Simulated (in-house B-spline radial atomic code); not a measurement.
# Au⁶⁴⁺: excited configurations

Wanted: excitation energies of Au⁶⁴⁺ as differences of total energies (ΔSCF).

Method: Dirac-Hartree-Fock, average of configuration, Fermi nucleus, basis-set limit. Code: in-house B-spline radial atomic code version 1.

### 1 The system

| Quantity | Value |
| --- | --- |
| element | gold (Z = 79) |
| charge | +64 |
| electrons | 15 |
| configuration | [Ne] 3s2 3p3 |
| Hamiltonian | Dirac-Coulomb |
| nucleus | Fermi, rms radius 5.437 fm |

Outer shells as boxes (Hund's rule):

[Ne] 3s2 3p3
```
[Ne] core
3s [↑↓]
3p [↑ ][↑ ][↑ ]
```

The boxes draw the filling by Hund's rule, which heavy ions in jj coupling don't follow; these runs average over all states of the configuration.

Settings, as recorded:

```ini
Z = 79
electrons = 15.0
configuration = [Ne] 3s2 3p3
hamiltonian = dirac
method = hf
spin_polarised = False
nucleus = fermi
rms_radius = 5.4371
mass_number = 197
atomic_mass = 196.966570103
speed_of_light = 137.035999084
```

The reference is known from an earlier run: -14245.878222 hartree in all. Up to eight levels, counted from the top:

```tsv
orbital	occupation	energy (eV)	<r> (bohr)
1s1/2	2	-86622.8	0.01686
2s1/2	2	-19604.0	0.06956
2p1/2	2	-19033.9	0.05733
2p3/2	4	-17150.9	0.06553
3s1/2	2	-7836.88	0.1699
3p1/2	1	-7638.18	0.1593
3p3/2	2	-7141.55	0.1715
```

### 2 Run with [He] 2s2 2p5 3s2 3p3 4s1

Settings, as recorded:

```ini
Z = 79
electrons = 15.0
configuration = [He] 2s2 2p5 3s2 3p3 4s1
hamiltonian = dirac
method = hf
spin_polarised = False
nucleus = fermi
rms_radius = 5.4371
mass_number = 197
atomic_mass = 196.966570103
speed_of_light = 137.035999084
```

### 3 Configuration [He] 2s2 2p5 3s2 3p3 6g1

Changes to the settings of step 2:

```diff
@@ -2,3 +2,3 @@
 electrons = 15.0
-configuration = [He] 2s2 2p5 3s2 3p3 4s1
+configuration = [He] 2s2 2p5 3s2 3p3 6g1
 hamiltonian = dirac
```

### 4 Run with [Ne] 3s2 3p2 4f1

Changes to the settings of step 3:

```diff
@@ -2,3 +2,3 @@
 electrons = 15.0
-configuration = [He] 2s2 2p5 3s2 3p3 6g1
+configuration = [Ne] 3s2 3p2 4f1
 hamiltonian = dirac
```

### 5 Configuration [Ne] 3s2 3p2 3d1

Changes to the settings of step 4:

```diff
@@ -2,3 +2,3 @@
 electrons = 15.0
-configuration = [Ne] 3s2 3p2 4f1
+configuration = [Ne] 3s2 3p2 3d1
 hamiltonian = dirac
```

### 6 [Ne] 3s2 3p2 7d1

Changes to the settings of step 5:

```diff
@@ -2,3 +2,3 @@
 electrons = 15.0
-configuration = [Ne] 3s2 3p2 3d1
+configuration = [Ne] 3s2 3p2 7d1
 hamiltonian = dirac
```

Q: How far above the reference does each configuration lie (order and size, in eV)?

**Answer**, as computed:

| net move | configuration | energy above the reference (eV) | with Breit, QED, recoil (eV) | largest <r> (bohr) |
| --- | --- | --- | --- | --- |
| 3p → 3d | [Ne] 3s2 3p2 3d1 | 491.51 | 485.58 | 0.172 |
| 3p → 4f | [Ne] 3s2 3p2 4f1 | 3652.20 | 3642.48 | 0.270 |
| 3p → 7d | [Ne] 3s2 3p2 7d1 | 6099.95 | 6090.34 | 1.06 |
| 2p → 4s | [He] 2s2 2p5 3s2 3p3 4s1 | 13579.1 | 13544.8 | 0.316 |
| 2p → 6g | [He] 2s2 2p5 3s2 3p3 6g1 | 16165.1 | 16125.3 | 0.671 |

Quantum defects of the promoted electron, δ = n − ζ/√(−2ε) with ζ = 65 and ε its orbital energy in hartree:

| promotion | δ |
| --- | --- |
| 3p → 4f | 0.034 |
| 3p → 7d | 0.097 |
| 2p → 4s | 0.297 |
| 2p → 6g | 0.017 |

What this shows: At the bottom stands 3p → 3d (491.51 eV), at the top 2p → 6g (16165.1 eV). Koopmans' estimate of the ionisation threshold is 7141.55 eV; 2 configurations exceed it by over 2 % and could autoionise. Of those tabulated, the defect is largest for 4s (0.30) and least for 6g (0.02); at this charge much of the defect is relativistic. Two partly filled shells share a symmetry and can mix in the average, which may lower the energy, for: 2p → 4s; 2p → 6g. These are averages over configurations, without correlation, not spectroscopic levels.
